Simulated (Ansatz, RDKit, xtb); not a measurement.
# C3H7F3N2Si: which of the isomers drawn lies lowest?, part 2 of 2

A sample of isomers of C3H7F3N2Si is drawn. Aim: find which of them has the lowest free energy at 298.15 K, then its properties. The sample is small against all isomers, and the most stable one of this formula need not be in it.

xtb, Ansatz and PySCF; isolated molecules.

## 10. c286b at MP2/def2-TZVPP

input.yaml

```yaml
basis:
  gaussian:
    orbitals: def2-TZVPP
crystal:
  periodic: [false, false, false]
  atoms:
    - {symbol: C, position_ang: [-2.170624, 1.414069, -0.286055]}
    - {symbol: C, position_ang: [-0.859338, 0.974944, -0.995486]}
    - {symbol: C, position_ang: [0.101681, 0.274903, -0.051687]}
    - {symbol: F, position_ang: [1.308882, 0.107913, -0.627065]}
    - {symbol: F, position_ang: [-0.348830, -0.939171, 0.306451]}
    - {symbol: F, position_ang: [0.299995, 0.981860, 1.080628]}
    - {symbol: N, position_ang: [-1.078463, 4.221988, 0.711360]}
    - {symbol: "N", position_ang: [-0.365857, 2.285645, -1.388454]}
    - {symbol: Si, position_ang: [-1.591387, 3.209806, -0.570054]}
    - {symbol: H, position_ang: [-1.484306, 5.131125, 0.898033]}
    - {symbol: H, position_ang: [-0.452657, 3.909281, 1.446047]}
    - {symbol: H, position_ang: [-2.484702, 4.088070, -1.384001]}
    - {symbol: H, position_ang: [-3.067597, 1.111484, -0.846543]}
    - {symbol: H, position_ang: [-2.264821, 1.052232, 0.748431]}
    - {symbol: H, position_ang: [-1.025891, 0.272690, -1.837408]}
    - {symbol: H, position_ang: [0.514980, 2.396633, -1.877871]}
correlation:
  method: mp2
  frozen_orbitals: {H: 0, Si: 5, "N": 1, F: 1, C: 1}
```

Command:

```console
$ ansatz run input.yaml --threads 4 --pin off --max-ram 7830MiB --events-out events.jsonl --progress --plain --runs-dir runs
```

Log:

```text
Warning: RAYON_NUM_THREADS=4 ignored (pool sized by the plan → 4); use --threads N
Functional definition: HF
  name "HF"
  exchange = exact_x
  correlation = 0
2387 factors; integrals over basis functions are off by at most 9.1e-4 eV
mean field evaluation 1: about -22145.3931 eV, gradient 6.2e1 eV
mean field evaluation 2: about -22145.7981 eV, gradient 6.2e1 eV
mean field evaluation 4: about -22153.4456 eV, gradient 5.1e0 eV
mean field evaluation 8: about -22153.5486 eV, gradient 3.5e-1 eV
mean field -22153.54899553 eV, -814.1279093708 hartree, gradient 5.4e-6 eV, S^2 0.000000; 0 other end points of the search recorded, 0 dependent functions left out
13 core orbitals not correlated: weight in the atoms' cores, before any rotation towards them, 1.000 or more for the frozen orbitals, at most 0.000 for the correlated occupied ones
reference -22153.54899553 eV, -814.1279093708 hartree; 27, 27 occupied and 348, 348 virtual orbitals, 2387 factors
second order -48.24444167 eV of doubles, -0.00000000 eV of singles
Total energy: -22201.79343720 eV, -815.9008599011 hartree
```

Run time: 20 s. Hardware: 4 threads of Arm Neoverse V1, shared host; peak memory 1.7 GiB.

## 11. c466b at CCSD(T)/def2-SVP

input.yaml

```yaml
crystal:
  periodic: [false, false, false]
  atoms:
    - {symbol: C, position_ang: [-1.146592, -0.043859, 0.838994]}
    - {symbol: C, position_ang: [0.122646, -0.671254, 0.269559]}
    - {symbol: C, position_ang: [1.375219, 0.168968, 0.584535]}
    - {symbol: F, position_ang: [-1.107103, 0.005837, 2.184175]}
    - {symbol: F, position_ang: [-1.360675, 1.202153, 0.392736]}
    - {symbol: F, position_ang: [-2.223441, -0.781952, 0.495688]}
    - {symbol: N, position_ang: [1.526288, 1.120264, -0.506384]}
    - {symbol: "N", position_ang: [0.051716, -0.801597, -1.171172]}
    - {symbol: Si, position_ang: [0.796777, 0.559082, -1.976043]}
    - {symbol: H, position_ang: [0.201095, -1.654164, 0.772313]}
    - {symbol: H, position_ang: [2.237280, -0.522959, 0.680919]}
    - {symbol: H, position_ang: [1.251143, 0.672539, 1.560100]}
    - {symbol: H, position_ang: [2.309663, 1.757106, -0.430635]}
    - {symbol: H, position_ang: [1.735329, 0.124988, -3.061313]}
    - {symbol: H, position_ang: [-0.137959, 1.547814, -2.600776]}
    - {symbol: H, position_ang: [-0.745667, -1.327647, -1.512866]}
basis:
  gaussian:
    orbitals: def2-SVP
correlation:
  method: ccsd_t
  frozen_orbitals: {H: 0, Si: 5, "N": 1, F: 1, C: 1}
magnetization:
  spin_polarized: false
  initial_magnetization: 0
```

Command:

```console
$ ansatz run input.yaml --threads 4 --pin off --max-ram 7830MiB --events-out events.jsonl --progress --plain --runs-dir runs
```

Log, cut to the lines that bear on the results:

```text
Warning: RAYON_NUM_THREADS=4 ignored (pool sized by the plan → 4); use --threads N
[... 2 set-up lines as earlier in the session ...]
[...]
1639 factors; integrals over basis functions are off by at most 1.5e-3 eV
[...]
mean field -22133.22411963 eV, -813.3809839584 hartree, gradient 1.5e-6 eV, S^2 0.000000; 0 other end points of the search recorded, 0 dependent functions left out
13 core orbitals not correlated: weight in the atoms' cores, before any rotation towards them, 1.000 or more for the frozen orbitals, at most 0.000 for the correlated occupied ones
reference -22133.22411963 eV, -813.3809839584 hartree; 27, 27 occupied and 125, 125 virtual orbitals, 1639 factors
second order -37.51574005 eV of doubles, -0.00000000 eV of singles
cycle   1  -38.06420254 eV  change   -5.5e-1 eV  update   1.3e-1
[...]
cycle   9  -39.11467882 eV  change   -1.6e-5 eV  update   1.9e-5
perturbative correction -1.01235619 eV, -0.0372034039 hartree
Total energy: -22173.35115465 eV, -814.8556252960 hartree
```

Wall time 1.7 min (4 threads of Arm Neoverse V1, shared host); peak memory 2 GiB.

## 12. Free energies and the winner

Energies in kcal/mol from c286b; G adds the thermal terms to the CCSD(T)/def2-SVP + MP2/def2-TZVPP - MP2/def2-SVP energy. The columns left of the relaxed level are at the tight-binding geometries.

```
label                       SMILES     spin  GFN2-xTB  HF/STO-3G  r2SCAN-D4/def2-SVP  r2SCAN-D4/def2-SVP, relaxed  HF/def2-SVP  MP2/def2-SVP  CCSD(T)/def2-SVP + MP2/def2-TZVPP - MP2/def2-SVP     G  share at equilibrium     T1
c286b  N[Si@@H]1C[C@H](C(F)(F)F)N1  singlet       0.0        0.0                 0.0                          0.0          0.0           0.0                                               0.0   0.0               100.0 %  0.011
c466b    FC(F)(F)[C@@H]1CN[SiH2]N1  singlet     -18.4       -7.6                 6.2                          5.3          2.5           4.5                                               7.8   8.2               < 0.1 %  0.011
c861a          FC(F)(F)[SiH]1NCCN1  singlet      -7.2       -9.7                12.3                         11.1          9.0          11.9                                              10.7  11.4               < 0.1 %  0.011
```

Lowest found: c286b, `N[Si@@H]1C[C@H](C(F)(F)F)N1`, a singlet. Bond lengths: C1–C2 1.554 Å, C2–C3 1.518 Å, C3–F4 1.348 Å, C3–F5 1.344 Å, C3–F6 1.350 Å, C2–N8 1.455 Å, C1–Si9 1.908 Å, N7–Si9 1.712 Å, N8–Si9 1.739 Å, N7–H10 1.013 Å, N7–H11 1.014 Å, Si9–H12 1.494 Å, C1–H13 1.100 Å, C1–H14 1.100 Å, C2–H15 1.109 Å, N8–H16 1.014 Å. Some angles: C1–C2–C3 112.4°, C1–C2–N8 98.9°, C3–C2–N8 111.6°, C2–C1–Si9 86.7°, C2–C3–F4 111.0°, C2–C3–F5 111.7°, C2–C3–F6 111.9°, F4–C3–F5 107.6°, F4–C3–F6 106.9°, F5–C3–F6 107.4°.

```xyz
16

C    -2.1706    1.4141   -0.2861
C    -0.8593    0.9749   -0.9955
C     0.1017    0.2749   -0.0517
F     1.3089    0.1079   -0.6271
F    -0.3488   -0.9392    0.3065
F     0.3000    0.9819    1.0806
N    -1.0785    4.2220    0.7114
N    -0.3659    2.2856   -1.3885
Si   -1.5914    3.2098   -0.5701
H    -1.4843    5.1311    0.8980
H    -0.4527    3.9093    1.4460
H    -2.4847    4.0881   -1.3840
H    -3.0676    1.1115   -0.8465
H    -2.2648    1.0522    0.7484
H    -1.0259    0.2727   -1.8374
H     0.5150    2.3966   -1.8779
```

## 13. What came out

This closing draws on all 2 parts.

```
                                 quantity                                                                    value
                   lowest structure found                                     N[Si@@H]1C[C@H](C(F)(F)F)N1, singlet
                            next finalist             FC(F)(F)[C@@H]1CN[SiH2]N1, singlet, 8.2 kcal/mol higher in G
share at equilibrium, among the finalists                                                                  100.0 %
                                   funnel  10 starts, 10 minima at GFN2-xTB, 8 screening runs, 3 relaxed, 3 ranked
                     CPU time of all runs                                                                   32 min
```

The search ends on `N[Si@@H]1C[C@H](C(F)(F)F)N1`. The margin of 8.2 kcal/mol over the next finalist is beyond the usual error of the last level; it says nothing of structures that weren't ranked. r2SCAN-D4/def2-SVP, r2SCAN-D4/def2-SVP, relaxed, HF/def2-SVP and MP2/def2-SVP already put its bonding pattern lowest among the structures in one piece; GFN2-xTB favours the singlet FC(F)(F)[C@@H]1CN[SiH2]N1; HF/STO-3G favours the singlet FC(F)(F)[SiH]1NCCN1. The largest share of the time went into the final energies (73 %). The search is not exhaustive (a finite list of starts, one conformer a finalist), so a lower isomer can't be ruled out. Only 4 drawn patterns were tried, so whole families of isomers are missing, and the result ranks this sample alone. The lowest isomer need not be the one that is made and kept in a bottle, which depends on barriers.
